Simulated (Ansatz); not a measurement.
# CH2BFO2: the cost of one run

Method: the settings change from run to run; program: Ansatz 0.2.0, Gaussian basis.

### 1 The geometry

The geometry comes from an earlier relaxation with PBE0-D4 in a triple-zeta def2 set; it is a stationary point, not always the lowest conformer.

SMILES `FB1OCO1`, 7 atoms, charge 0, spin multiplicity 1.

Atoms are counted from 1 here; the program's logs count them from 0.

Bond lengths: F1–B2 1.305 Å, B2–O3 1.378 Å, B2–O5 1.378 Å, O3–C4 1.431 Å, C4–O5 1.431 Å, C4–H6 1.091 Å, C4–H7 1.091 Å. Angles: F1–B2–O3 130.3°, F1–B2–O5 130.3°, O3–B2–O5 99.4°, B2–O3–C4 83.0°, O3–C4–O5 94.5°, O3–C4–H6 112.0°, O3–C4–H7 112.0°, O5–C4–H6 112.0°, O5–C4–H7 112.0°, H6–C4–H7 112.8°, B2–O5–C4 83.0°.

As a file:

```csv
atom,x (Å),y (Å),z (Å)
F1,-1.5284,-1.7622,0.2339
B2,-0.6723,-0.7862,0.1000
O3,-0.7128,0.3297,-0.7069
C4,0.5488,0.6060,-0.0910
O5,0.5367,-0.5699,0.7241
H6,0.5217,1.5187,0.5064
H7,1.3675,0.5959,-0.8123
```

### 2 PBE-QIDH/def2-SVP

Set apart from the defaults: multiplicity 3, a grid of angular degree 47.

in.yaml

```yaml
crystal:
  periodic: [false, false, false]
  atoms:
    - {symbol: F, position_ang: [-1.528364, -1.762198, 0.233923]}
    - {symbol: B, position_ang: [-0.672308, -0.786210, 0.100006]}
    - {symbol: O, position_ang: [-0.712805, 0.329718, -0.706887]}
    - {symbol: C, position_ang: [0.548765, 0.605979, -0.091005]}
    - {symbol: O, position_ang: [0.536705, -0.569879, 0.724103]}
    - {symbol: H, position_ang: [0.521675, 1.518691, 0.506431]}
    - {symbol: H, position_ang: [1.367533, 0.595899, -0.812271]}
basis:
  gaussian: {orbitals: def2-SVP, final_grid: {core_spheres: 20, valence_spheres: 16, degree: 47}}
magnetization: {spin_polarized: true, initial_magnetization: 2}
hamiltonian: {xc: {name: PBE-QIDH}}
output: {forces: true}
```

On the command line:

```bash
> ansatz run in.yaml --threads 2 --pin off --events-out ev --progress --plain --max-ram 4352MiB
```

**Question.** How long does this run take on 2 threads of Arm Neoverse V1, shared host, and how much memory does it need?

About 23 s, with a peak of 0.26 GiB.
